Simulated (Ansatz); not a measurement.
Crystal: MoIr4.

```
Ir Mo
1.0
     1.37422    0.79341   11.30610
    -1.37422    0.79341   11.30610
     0.00000   -1.58681   11.30610
Ir Mo
4 1
Direct
  0.60030 0.60030 0.60030
  0.19932 0.19932 0.19932
  0.80068 0.80068 0.80068
  0.39970 0.39970 0.39970
  0.00000 0.00000 0.00000
```

The cell comes from a database or a generator and needn't be the stable form of this composition.

| Property | Result |
| --- | --- |
| Program | Ansatz 0.2.0 |
| Task | relaxation of cell and atoms |
| Functional | PBEsol |
| Potentials or basis | Ansatz PAW |
| Cutoff | 420 eV (not typed: the program's choice for these potentials) |
| k mesh | 11 × 11 × 11 |
| Occupations | fermi-dirac, width 0.05 eV |
| Spin | no spin polarisation |

At the start: volume 14.79 Å³/atom.

Question: Where does the relaxation end?

Answer: It ends after 5 steps and the volume is 14.26 Å³/atom (-3.6 %); space group R-3m (No. 166, to 0.05 Å).

The path:
```csv
step,energy change (eV),largest force (eV/Å),volume (Å³)
1,0.0000,0.0463,73.96
2,-0.1009,0.0090,71.73
3,-0.1036,0.0003,71.33
4,-0.1036,0.0002,71.32
5,-0.1025,0.0002,71.32
```

Final structure:
```yaml
crystal:
  lattice:
    - [1.35794, 0.78401, 11.16515]
    - [-1.35794, 0.78401, 11.16515]
    - [0.00000, -1.56801, 11.16515]
  atoms:
    - { symbol: Ir, position: [0.60030, 0.60030, 0.60030] }
    - { symbol: Ir, position: [0.19936, 0.19936, 0.19936] }
    - { symbol: Ir, position: [0.80064, 0.80064, 0.80064] }
    - { symbol: Ir, position: [0.39970, 0.39970, 0.39970] }
    - { symbol: Mo, position: [0.00000, 0.00000, 0.00000] }
```

Caveat: the plane-wave basis is chosen anew once the cell has moved, so the energies of steps on either side of that aren't comparable; the PAW data sets come from PBE, with cores solved anew for the run's functional, which leaves a small shift of forces and pressure.
